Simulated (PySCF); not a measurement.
# [Tl(OH)2]+: other spin states, a change of charge and excitations

Aim: at the relaxed geometry of [Tl(OH)2]+, try other spin states, a change of charge and excitations. The species was built from a template and needn't be a known compound.

Computed with PySCF 2.14.0. Level: PBE, Tl def2-SVP with ECP60, O def2-SVP, H def2-SVP; scalar-relativistic core potentials, no spin–orbit coupling.

3 further runs of the same task are left out: 2 for a known fault of the program, 1 that didn't finish.

### Step 1. Starting geometry

5 atoms, charge 1, spin multiplicity 1.

Bond lengths: Tl1–O2 2.012 Å, Tl1–O4 2.012 Å, O2–H3 0.990 Å, O4–H5 0.990 Å. Angles: O2–Tl1–O4 167.8°, Tl1–O2–H3 109.3°, Tl1–O4–H5 109.3°.

Geometry (Å):

```xyz
5
charge 1, multiplicity 1
Tl    0.0000    0.0000    0.6932
O     1.9902    0.2015    0.9062
H     2.4456   -0.1968    0.1231
O    -1.9902   -0.2015    0.9062
H    -2.4456    0.1968    0.1231
```

Formal oxidation states: Tl +3. An earlier session relaxed this geometry at PBE, Tl def2-SVP with ECP60, O def2-SVP, H def2-SVP (singlet, point group C2).

Its energy there is -323.601018 Eh.

### Step 2. Multiplicity 3 at the relaxed geometry

Input file run.py (the lines that set the calculation):

```python
mol = gto.M(atom='''
Tl     0.00000     0.00000     0.69315
O      1.99022     0.20150     0.90625
H      2.44563    -0.19676     0.12307
O     -1.99022    -0.20150     0.90625
H     -2.44563     0.19676     0.12307''',
    basis={'Tl': 'def2-SVP', 'O': 'def2-SVP', 'H': 'def2-SVP'},
    ecp={'Tl': 'def2-SVP'},
    charge=1, spin=2)
mf = dft.UKS(mol, xc='PBE')
mf.grids.atom_grid = (50, 194)
mf = mf.density_fit()  # fitting sets: Tl def2-universal-JKFIT, O def2-universal-JKFIT, H def2-universal-JKFIT
mf.conv_tol = 1e-08; mf.max_cycle = 55
mf.kernel(dm0)  # dm0: free metal ions and neutral atoms
```

Launch:

```
> OMP_NUM_THREADS=2 python run.py
```

Output:

```text
init E= -331.178170734572
cycle= 1 E= -317.205848471641  delta_E=   14  |g|= 2.93  |ddm|= 4.21
cycle= 2 E= -283.254811594253  delta_E=   34  |g|= 6.47  |ddm|= 8.73
cycle= 3 E= -321.463467633843  delta_E= -38.2  |g|= 2.13  |ddm|= 7.07
cycle= 4 E= -322.865837528019  delta_E= -1.4  |g|= 0.903  |ddm|= 2.22
cycle= 5 E= -323.487793131791  delta_E= -0.622  |g|= 0.189  |ddm|= 1.77
cycle= 6 E= -323.504600052888  delta_E= -0.0168  |g|= 0.046  |ddm|= 0.335
cycle= 7 E= -323.505744212298  delta_E= -0.00114  |g|= 0.0132  |ddm|= 0.0834
cycle= 8 E= -323.505848092434  delta_E= -0.000104  |g|= 0.00611  |ddm|= 0.0329
cycle= 9 E= -323.505871607657  delta_E= -2.35e-05  |g|= 0.00121  |ddm|= 0.0107
cycle= 10 E= -323.505844798174  delta_E= 2.68e-05  |g|= 0.00707  |ddm|= 0.00702
cycle= 11 E= -323.50587188349  delta_E= -2.71e-05  |g|= 0.000932  |ddm|= 0.00754
cycle= 12 E= -323.505872361164  delta_E= -4.78e-07  |g|= 2.78e-05  |ddm|= 0.000908
cycle= 13 E= -323.505872361645  delta_E= -4.81e-10  |g|= 7.8e-06  |ddm|= 5.55e-05
Extra cycle  E= -323.505872361476  delta_E= 1.7e-10  |g|= 1.98e-05  |ddm|= 2.82e-05
converged SCF energy = -323.505872361476  <S^2> = 2.0075632  2S+1 = 3.0050379
```

Wall time 1.9 s (2 threads of Arm Neoverse V1, shared host).

Read off: E = -323.505872 Eh (+2.589 eV from the relaxed state), HOMO -10.76 eV, LUMO -13.18 eV (over both spins), ⟨S²⟩ = 2.008, Mulliken charge on Tl1 +0.79 e. An empty level of one spin lies below a filled level of the other.

### Step 3. One electron removed, multiplicity 2

run.py (the lines that set the calculation): that of step 2 with these lines changed.

```diff
@@ -8,3 +8,3 @@
     ecp={'Tl': 'def2-SVP'},
-    charge=1, spin=2)
+    charge=2, spin=1)
 mf = dft.UKS(mol, xc='PBE')
@@ -13,2 +13,2 @@
 mf.conv_tol = 1e-08; mf.max_cycle = 55
-mf.kernel(dm0)  # dm0: free metal ions and neutral atoms
+mf.kernel(dm0)  # dm0: the density of the relaxed state
```

Launch:

```
> OMP_NUM_THREADS=2 python run.py
```

Output:

```text
init E= -323.605045845837
  HOMO = -0.493175837361  LUMO = -0.483163402005  gap/eV = 0.27245
cycle= 1 E= -322.919710747287  delta_E= 0.685  |g|= 0.354  |ddm|= 0.667
  HOMO = -0.887717881182  LUMO = -0.879896214183  gap/eV = 0.21284
cycle= 2 E= -322.729601962023  delta_E= 0.19  |g|= 0.752  |ddm|= 0.969
  HOMO = -0.779195743945  LUMO = -0.769888917705  gap/eV = 0.25325
cycle= 3 E= -322.975517803046  delta_E= -0.246  |g|= 0.0579  |ddm|= 0.852
  HOMO = -0.773711168033  LUMO = -0.760536189422  gap/eV = 0.35851
cycle= 4 E= -322.905930055609  delta_E= 0.0696  |g|= 0.354  |ddm|= 0.388
  HOMO = -0.771959865382  LUMO = -0.761586215597  gap/eV = 0.28228
cycle= 5 E= -322.955352515591  delta_E= -0.0494  |g|= 0.204  |ddm|= 0.517
  HOMO = -0.769247349525  LUMO = -0.759339350882  gap/eV = 0.26961
cycle= 6 E= -322.969462957069  delta_E= -0.0141  |g|= 0.124  |ddm|= 0.0815
  HOMO = -0.769733967194  LUMO = -0.759255741432  gap/eV = 0.28513
cycle= 7 E= -322.953999204071  delta_E= 0.0155  |g|= 0.21  |ddm|= 0.0835
  HOMO = -0.769650134515  LUMO = -0.75969774712  gap/eV = 0.27082
cycle= 8 E= -322.966887373604  delta_E= -0.0129  |g|= 0.142  |ddm|= 0.0658
  HOMO = -0.769599388348  LUMO = -0.759676363098  gap/eV = 0.27002
cycle= 9 E= -322.967546065288  delta_E= -0.000659  |g|= 0.138  |ddm|= 0.00413
  HOMO = -0.769309823335  LUMO = -0.759689963288  gap/eV = 0.26177
cycle= 10 E= -322.976937511977  delta_E= -0.00939  |g|= 0.0306  |ddm|= 0.0979
  HOMO = -0.769225664508  LUMO = -0.759607619881  gap/eV = 0.26172
...
  HOMO = -0.769224678612  LUMO = -0.659603151626  gap/eV = 2.98295
cycle= 48 E= -322.977408410853  delta_E= -4.71e-07  |g|= 0.00219  |ddm|= 0.000202
  HOMO = -0.769224522264  LUMO = -0.659602966913  gap/eV = 2.98295
cycle= 49 E= -322.977408780156  delta_E= -3.69e-07  |g|= 0.00202  |ddm|= 0.000173
  HOMO = -0.769223384319  LUMO = -0.659601806818  gap/eV = 2.98296
cycle= 50 E= -322.977409130787  delta_E= -3.51e-07  |g|= 0.00185  |ddm|= 0.000167
  HOMO = -0.769224431428  LUMO = -0.659602877579  gap/eV = 2.98295
cycle= 51 E= -322.977409353997  delta_E= -2.23e-07  |g|= 0.00173  |ddm|= 0.000131
  HOMO = -0.769224676275  LUMO = -0.659603119434  gap/eV = 2.98295
cycle= 52 E= -322.977409528137  delta_E= -1.74e-07  |g|= 0.00164  |ddm|= 0.000109
  HOMO = -0.76922424032  LUMO = -0.659602663119  gap/eV = 2.98296
cycle= 53 E= -322.97740976004  delta_E= -2.32e-07  |g|= 0.00149  |ddm|= 0.000125
  HOMO = -0.769224079352  LUMO = -0.659602482965  gap/eV = 2.98296
cycle= 54 E= -322.977409921299  delta_E= -1.61e-07  |g|= 0.00139  |ddm|= 0.000106
  HOMO = -0.76922412368  LUMO = -0.65960259377  gap/eV = 2.98295
cycle= 55 E= -322.977410108467  delta_E= -1.87e-07  |g|= 0.00125  |ddm|= 0.000125
SCF not converged.
  HOMO = -0.769262993132  LUMO = -0.759562201657  gap/eV = 0.26397
macro= 0  E= -322.977410927776  delta_E= -8.19309e-07  |g|= 0.00124697  1 KF 3 JK
macro= 1  E= -322.977410927776  delta_E= 2.27374e-13  |g|= 2.57314e-05  1 KF 2 JK
macro X = 2  E=-322.977410927776  |g|= 2.57314e-05  total 3 KF 8 JK
converged SCF energy = -322.977410927776  <S^2> = 0.75474824  2S+1 = 2.0047426
```

Run time: 11 s. Hardware: 2 threads of Arm Neoverse V1, shared host.

It gives: E = -322.977411 Eh (+16.969 eV from the relaxed state), HOMO -20.93 eV, LUMO -20.67 eV (over both spins), ⟨S²⟩ = 0.755, Mulliken charge on Tl1 +1.36 e. 

### Step 4. One electron added, multiplicity 2

run.py (the lines that set the calculation): that of step 3 with these lines changed.

```diff
@@ -8,3 +8,3 @@
     ecp={'Tl': 'def2-SVP'},
-    charge=2, spin=1)
+    charge=0, spin=1)
 mf = dft.UKS(mol, xc='PBE')
```

Launch:

```
> OMP_NUM_THREADS=2 python run.py
```

Output:

```text
init E= -323.604643305606
  HOMO = -0.390204387214  LUMO = -0.381446697239  gap/eV = 0.23831
cycle= 1 E= -323.822464355581  delta_E= -0.218  |g|= 0.279  |ddm|= 1.31
  HOMO = -0.0620109475589  LUMO = -0.0362705829157  gap/eV = 0.70043
cycle= 2 E= -323.6764256543  delta_E= 0.146  |g|= 0.655  |ddm|= 1.14
  HOMO = -0.124719716187  LUMO = -0.0977399893102  gap/eV = 0.73416
cycle= 3 E= -323.854747839886  delta_E= -0.178  |g|=  0.1  |ddm|= 0.653
  HOMO = -0.134168175036  LUMO = -0.105873385962  gap/eV = 0.76994
cycle= 4 E= -323.860213357364  delta_E= -0.00547  |g|= 0.0125  |ddm|= 0.178
  HOMO = -0.135019146463  LUMO = -0.10572595179  gap/eV = 0.79711
cycle= 5 E= -323.860269994285  delta_E= -5.66e-05  |g|= 0.00429  |ddm|= 0.0183
  HOMO = -0.135232284423  LUMO = -0.105723519868  gap/eV = 0.80297
cycle= 6 E= -323.860280938929  delta_E= -1.09e-05  |g|= 0.00116  |ddm|= 0.0097
  HOMO = -0.135308880228  LUMO = -0.105697704565  gap/eV = 0.80576
cycle= 7 E= -323.860281918927  delta_E= -9.8e-07  |g|= 0.000236  |ddm|= 0.00277
  HOMO = -0.135310201754  LUMO = -0.105676884713  gap/eV = 0.80636
cycle= 8 E= -323.860281928106  delta_E= -9.18e-09  |g|= 0.000254  |ddm|= 0.000543
  HOMO = -0.135309300915  LUMO = -0.105674194938  gap/eV = 0.80641
cycle= 9 E= -323.860281953955  delta_E= -2.58e-08  |g|= 9.95e-05  |ddm|= 0.000278
  HOMO = -0.135307000837  LUMO = -0.105669748717  gap/eV = 0.80647
cycle= 10 E= -323.860281958983  delta_E= -5.03e-09  |g|= 9.48e-06  |ddm|= 0.000111
  HOMO = -0.135307468076  LUMO = -0.105670184806  gap/eV = 0.80647
Extra cycle  E= -323.86028195883  delta_E= 1.53e-10  |g|= 2.21e-05  |ddm|= 3.49e-05
converged SCF energy = -323.86028195883  <S^2> = 0.75182285  2S+1 = 2.001822
```

It took 1.3 s on 2 threads of Arm Neoverse V1, shared host.

Read off: E = -323.860282 Eh (-7.055 eV from the relaxed state), HOMO -3.68 eV, LUMO -2.88 eV (over both spins), ⟨S²⟩ = 0.752, Mulliken charge on Tl1 +0.42 e. 

### Step 5. Singlet excitations, Tamm-Dancoff B3LYP

run.py (the lines that set the calculation): that of step 4 with these lines changed.

```diff
@@ -8,4 +8,4 @@
     ecp={'Tl': 'def2-SVP'},
-    charge=0, spin=1)
-mf = dft.UKS(mol, xc='PBE')
+    charge=1, spin=0)
+mf = dft.RKS(mol, xc='B3LYP')
 mf.grids.atom_grid = (50, 194)
```

Launch:

```
> OMP_NUM_THREADS=2 python run.py
```

Output:

```text
init E= -323.770138223097
  HOMO = -0.551492456593848  LUMO = -0.365269723006474  gap/eV = 5.06738
cycle= 1 E= -323.770715949637  delta_E= -0.000578  |g|= 0.0782  |ddm|= 0.243
  HOMO = -0.527519026160507  LUMO = -0.353377044807083  gap/eV = 4.73864
cycle= 2 E= -323.766218140652  delta_E= 0.0045  |g|= 0.166  |ddm|= 0.22
  HOMO = -0.542979034195881  LUMO = -0.361152646085753  gap/eV = 4.94775
cycle= 3 E= -323.772070148555  delta_E= -0.00585  |g|= 0.00207  |ddm|= 0.147
  HOMO = -0.543088429668429  LUMO = -0.36107042021645  gap/eV = 4.95296
cycle= 4 E= -323.772071174898  delta_E= -1.03e-06  |g|= 0.000318  |ddm|= 0.00255
  HOMO = -0.543096350366455  LUMO = -0.361059651212582  gap/eV = 4.95347
cycle= 5 E= -323.772071195628  delta_E= -2.07e-08  |g|= 8.34e-05  |ddm|= 0.000329
  HOMO = -0.543086585802364  LUMO = -0.36105053796566  gap/eV = 4.95345
cycle= 6 E= -323.772071196901  delta_E= -1.27e-09  |g|= 4.07e-05  |ddm|= 9.12e-05
  HOMO = -0.543085226506074  LUMO = -0.361051343965876  gap/eV = 4.95339
Extra cycle  E= -323.772071193598  delta_E= 3.3e-09  |g|= 0.000128  |ddm|= 0.000136
converged SCF energy = -323.772071193598
```

It took 6.7 s on 2 threads of Arm Neoverse V1, shared host.

It gives: E = -323.772071 Eh, HOMO -14.78 eV, LUMO -9.82 eV, Mulliken charge on Tl1 +1.08 e. 

Singlet excitations:

```
state  energy (eV)  oscillator strength
    1         3.40               0.0015
    2         3.74               0.0080
    3         5.70               0.1278
    4         6.18               0.0167
    5         6.47               0.0018
    6         6.63               0.0036
    7         7.12               0.0012
    8         7.14               0.0334
```

### Step 6. The states side by side

| state | energy from the relaxed state (eV) | ⟨S²⟩ | time |
| --- | --- | --- | --- |
| charge +1, singlet, vacuum (relaxed) | 0 | 0.00 |  |
| charge 0, doublet, vacuum | -7.05 | 0.75 | 1.3 s |
| charge +1, triplet, vacuum | 2.59 | 2.01 | 1.9 s |
| charge +2, doublet, vacuum | 16.97 | 0.75 | 11 s |

An electron taken off or put on is at rest in vacuum. 

In the excitation run (B3LYP), the lowest singlet lies at 3.40 eV (gaps between orbitals at other levels can't be set against it), and the brightest of the eight at 5.70 eV (f = 0.128); spin–orbit coupling would mix in triplets. Removing an electron vertically costs 16.97 eV (doublet), against −HOMO = 13.29 eV. Adding an electron vertically releases 7.05 eV (doublet). The triplet lies 2.59 eV above at this geometry. The bases are small and lack diffuse functions. Spin–orbit coupling is left out.
